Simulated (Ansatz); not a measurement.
**RbGaAsO4: a closer look at a trial structure**

The task, for RbGaAsO4: see whether it has a gap, which orbitals make up the states near it and how charge is shared.

Program: Ansatz 0.2.0. Level of theory: DFT PBE, scalar-relativistic, plane waves, PAW. These are calculated values, not measurements.

1 further run of the same task is left out (it didn't finish).

### Step 1. The structure to begin with

The structure is cubic, space group F-43m (No. 216). The conventional cell has a = 8.470 Å, b = 8.470 Å, c = 8.470 Å, α = 90.00°, β = 90.00°, γ = 90.00°. Rb (site symmetry -43m) has 12 O at 3.52 Å and 4 Ga at 3.67 Å as nearest neighbours. Ga (site symmetry -43m) is surrounded by 4 O at 1.88 Å. As (site symmetry -43m) has 4 O at 1.79 Å as nearest neighbours. Around O (site symmetry 3m) lie 1 As at 1.79 Å and 1 Ga at 1.88 Å.

Coordinates:

```xyz
7
Lattice="0.0000 4.2349 4.2349 4.2349 0.0000 4.2349 4.2349 4.2349 0.0000" Properties=species:S:1:pos:R:3 pbc="T T T"
Rb    0.0000    0.0000    0.0000
Ga    6.3524    6.3524    6.3524
As    4.2349    4.2349    4.2349
O     5.2664    3.2035    3.2035
O     3.2035    5.2664    3.2035
O     3.2035    3.2035    5.2664
O     5.2664    5.2664    5.2664
```

It is the end of an earlier relaxation with the same method, from a generated guess; it needn't be the stable form of this composition. At a tolerance of 0.05 Å it has space group F-43m (No. 216); it has 21.70 Å³/atom, an uncorrected energy of -1.39 eV/atom over the elements.

### Step 2. Static run: bands, density of states and charges

Contents of input.yaml:

```yaml
crystal:
  lattice:
    - [0.0, 4.2349467859, 4.2349467859]
    - [4.2349467859, 0.0, 4.2349467859]
    - [4.2349467859, 4.2349467859, 0.0]
  atoms:
    - { symbol: Rb, position: [0.0, 0.0, 0.0] }
    - { symbol: Ga, position: [0.75, 0.75, 0.75] }
    - { symbol: As, position: [0.5, 0.5, 0.5] }
    - { symbol: O, position: [0.1346799289, 0.621773357, 0.621773357] }
    - { symbol: O, position: [0.621773357, 0.1346799289, 0.621773357] }
    - { symbol: O, position: [0.621773357, 0.621773357, 0.1346799289] }
    - { symbol: O, position: [0.621773357, 0.621773357, 0.621773357] }
basis:
  ecutwfc: 420
kpoints:
  mp_grid: { grid: [8, 8, 8] }
  band_path:
    path:
      - [[0.0, 0.0, 0.0], [-0.5, -0.5, 0.0], [-0.375, -0.375, 0.25]]
      - [[-0.375, 0.0, 0.375], [0.0, 0.0, 0.0], [0.0, 0.0, 0.5], [-0.5, -0.25, 0.25], [-0.5, -0.5, 0.0]]
    npoints: 14
hamiltonian:
  xc: pbe
scf:
  occupations: { method: gaussian, width: 0.1 }
  n_extra_bands: 17
output:
  forces: true
  stress: true
  eigenvalues: true
  populations: true
  dos: { projected: true, de: 0.02, nscf_kmesh: { grid: [10, 10, 10] } }
  bader: true
  write_density: true
  write_potential: true
  elf: true
  volumetric_format: npy
```

Started as:

```sh
$ ansatz run input.yaml --threads 1 --pin off --max-ram 2048MiB --backend cpu --events-out ev --progress --plain --runs-dir out
```

Before running it: what results should come out? Wanted: gap; states at the Fermi level; Bader charges.

The runs gave:

| quantity | value |
| --- | --- |
| gap | none (metal) |
| states at the Fermi level | 1.11 per eV per cell |
| Bader charges | Rb +0.89, Ga +1.74, As +2.33, O -1.24 e |

There is no gap at this level. Of the projected weight within 0.25 eV of the Fermi level, the largest part is O 2p (30 %) and As 4s (24 %). Bader charges reach 2.3 e, so charge transfer in this metal is strong. Spin polarisation is off in the runs that give these values; a magnetic solution could lie lower.
